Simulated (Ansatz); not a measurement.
# AlN: the cost of one run

Program: Ansatz 0.2.0. Level of theory: DFT PBE, scalar-relativistic, plane waves, PAW. These are calculated values, not measurements.

### 1 Starting point

It takes space group F-43m (No. 216, cubic). The conventional cell has a = 4.368 Å, b = 4.368 Å, c = 4.368 Å, α = 90.00°, β = 90.00°, γ = 90.00°. Al (site symmetry -43m) is surrounded by 4 N at 1.89 Å. Around N (site symmetry -43m) lie 4 Al at 1.89 Å.

As a file:

```
CELL_PARAMETERS angstrom
0.00000 2.18399 2.18399
2.18399 0.00000 2.18399
2.18399 2.18399 0.00000
ATOMIC_POSITIONS crystal
Al 0.00000 0.00000 0.00000
N 0.75000 0.75000 0.75000
```

It goes back to an entry of the Materials Project, which need not be the stable form.

The cell is taken as given, not relaxed at this level.

### 2 Zero of energy

The reference gives a free energy of -924.2035 eV, pressure 4.86 GPa, largest force 0.000 eV/Å and gap on the mesh 3.33 eV. It was computed beforehand with the settings of the runs below.

### 3 Zone-centre phonons by finite displacements

The input, input.yaml:

```yaml
crystal:
  lattice:
    - [0.0, 2.1839935596, 2.1839935596]
    - [2.1839935596, 0.0, 2.1839935596]
    - [2.1839935596, 2.1839935596, 0.0]
  atoms:
    - { symbol: Al, position: [0.0, 0.0, 0.0] }
    - { symbol: "N", position: [0.75, 0.75, 0.75] }
basis:
  ecutwfc: 420
kpoints:
  mp_grid: { grid: [10, 10, 10] }
hamiltonian:
  xc: pbe
scf:
  occupations: { method: gaussian, width: 0.05 }
output:
  eigenvalues: true
phonons:
  method: fd
  supercell: [1, 1, 1]
  amplitude: 0.02
  eigenvectors: true
  dielectric: false
```

Run with:

```bash
$ ansatz run input.yaml --threads 2 --pin off --max-ram 5120MiB --backend cpu --events-out ev --progress --plain --runs-dir out
```

What time and memory should one allow on 2 threads of Intel Xeon Platinum 8259CL at 2.50GHz (Skylake/Cascade Lake), shared host?

About 3.8 s, with a peak of 0.39 GiB.
